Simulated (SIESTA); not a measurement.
The system is Mo2WSe2S4, a slab with vacuum.

```
W Mo Se S
1.0
     3.23291    0.00000    0.00000
    -1.61646    2.79978    0.00000
     0.00000    0.00000   30.20289
W Mo Se S
1 2 2 4
Direct
  0.00000 0.00000 0.57988
  0.33333 0.66667 0.34824
  0.00000 0.00000 0.11286
  0.33333 0.66667 0.16936
  0.33333 0.66667 0.05627
  0.00000 0.00000 0.29686
  0.33333 0.66667 0.63146
  0.33333 0.66667 0.52829
  0.00000 0.00000 0.39962
```

| Item | Value |
| --- | --- |
| Program | SIESTA 5.4.2 |
| Task | single point |
| Functional | PBEsol |
| Potentials or basis | PseudoDojo 0.4 standard (PBEsol files) |
| Basis | DZP (energy shift 0.003 Ry; two zetas on semicore shells) |
| Grid cutoff | 800 Ry |
| Energy shift | 0.003 Ry |
| k mesh | 9 × 9 × 1 |
| Occupations | fermi-dirac, width 0.05 eV |
| Spin | no spin polarisation |

On this cell: largest force 0.308 eV/Å; band gap on the k mesh 0.82 eV, direct.

The same run follows on a disturbed copy (atoms moved at random, drawn with an rms of 0.05 Å):

```
W Mo Se S
1.0
     3.23291    0.00000    0.00000
    -1.61646    2.79978    0.00000
     0.00000    0.00000   30.20289
W Mo Se S
1 2 2 4
Direct
  0.00530 0.00688 0.58045
  0.34374 0.67968 0.34870
  0.97834 0.97196 0.11244
  0.35624 0.68087 0.16895
  0.34005 0.65782 0.05687
  0.99931 0.99567 0.29715
  0.33153 0.65265 0.63073
  0.33454 0.66753 0.52787
  0.99286 0.00440 0.40021
```

Question: What changes?

Answer: The energy moves by +22.0 meV/atom; largest force 2.074 eV/Å; band gap on the k mesh 0.83 eV, direct.

Forces on the atoms (eV/Å):
```
W    0.079 -0.821 -1.137
Mo  -0.480 -0.686 -0.018
Mo   1.334  1.556  0.315
Se  -0.744 -0.995  0.549
Se  -0.589 -0.560 -0.790
S    0.083  0.436  0.082
S   -0.105  0.654  0.682
S    0.026  0.167  0.405
S    0.397  0.250 -0.086
```

Stress tensor (GPa, compression positive):
```
-0.71  0.45  0.00
 0.45 -1.53 -0.19
 0.00 -0.19  0.90
```

Caveats: short orbitals over semicore shells can move pressures by several GPa; spin-orbit coupling is left out, which moves the levels of the heavy elements; the basis of atomic orbitals isn't converged, which shifts pressures, moduli and gaps.

A k mesh can miss the band edges.
